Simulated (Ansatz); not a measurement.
# PtGe: the cost of one run

Method: DFT PBE, scalar-relativistic, plane waves, PAW, in Ansatz 0.2.0.

## 1. The structure to begin with

Symmetry: Pnma, No. 62, orthorhombic system. The conventional cell has a = 5.828 Å, b = 3.743 Å, c = 6.193 Å, α = 90.00°, β = 90.00°, γ = 90.00°. Ge (site symmetry m) has 6 Pt at 2.51 to 2.70 Å as nearest neighbours. Pt (site symmetry m) is surrounded by 6 Ge at 2.51 to 2.70 Å.

Coordinates:

```cif
data_structure
_symmetry_space_group_name_H-M 'Pnma'
_symmetry_Int_Tables_number 62
_cell_length_a 5.8283
_cell_length_b 3.7428
_cell_length_c 6.1929
_cell_angle_alpha 90.000
_cell_angle_beta 90.000
_cell_angle_gamma 90.000
_cell_volume 135.09
loop_
_atom_site_label
_atom_site_type_symbol
_atom_site_symmetry_multiplicity
_atom_site_Wyckoff_symbol
_atom_site_fract_x
_atom_site_fract_y
_atom_site_fract_z
_atom_site_occupancy
Ge1 Ge 4 c 0.18682 0.25000 0.58738 1
Pt1 Pt 4 c 0.99816 0.25000 0.19304 1
```

This cell comes from an earlier session at PBE: 16.886 Å³/atom at -0.01 GPa, on a 6×10×6 mesh.

Volume factors to run: 0.980, 1.020, 0.960, 1.040.

## 2. Scaling the volume by 0.980

input.yaml

```yaml
crystal:
  lattice:
    - [5.7891749866, 0.0, 0.0]
    - [0.0, 3.7176444199, 0.0]
    - [0.0, 0.0, 6.1513452291]
  atoms:
    - { symbol: Ge, position: [0.1868245984, 0.25, 0.5873831798] }
    - { symbol: Ge, position: [0.3131754016, 0.75, 0.0873831798] }
    - { symbol: Ge, position: [0.6868245984, 0.25, 0.9126168202] }
    - { symbol: Ge, position: [0.8131754016, 0.75, 0.4126168202] }
    - { symbol: Pt, position: [0.9981643427, 0.25, 0.1930404089] }
    - { symbol: Pt, position: [0.5018356573, 0.75, 0.6930404089] }
    - { symbol: Pt, position: [0.4981643427, 0.25, 0.3069595911] }
    - { symbol: Pt, position: [0.0018356573, 0.75, 0.8069595911] }
basis:
  ecutwfc: 420
  ecutrho_ratio: 4
kpoints:
  mp_grid: { grid: [6, 10, 6] }
hamiltonian:
  xc: pbe
scf:
  occupations: { method: gaussian, width: 0.05 }
output:
  forces: true
  stress: true
  eigenvalues: true
relax:
  f_tol: 0.01
  max_steps: 40
  cell: { stress_tol: 0.1, fix: [volume] }
```

Started as:

```
$ ansatz run input.yaml --threads 4 --pin off --max-ram 10240MiB --backend cpu --events-out ev --progress --plain --runs-dir out
```

What time and memory should one allow on 4 threads of Intel Xeon at 2.50GHz (Skylake/Cascade Lake), shared host?

About 2.7 min, with a peak of 1.1 GiB.
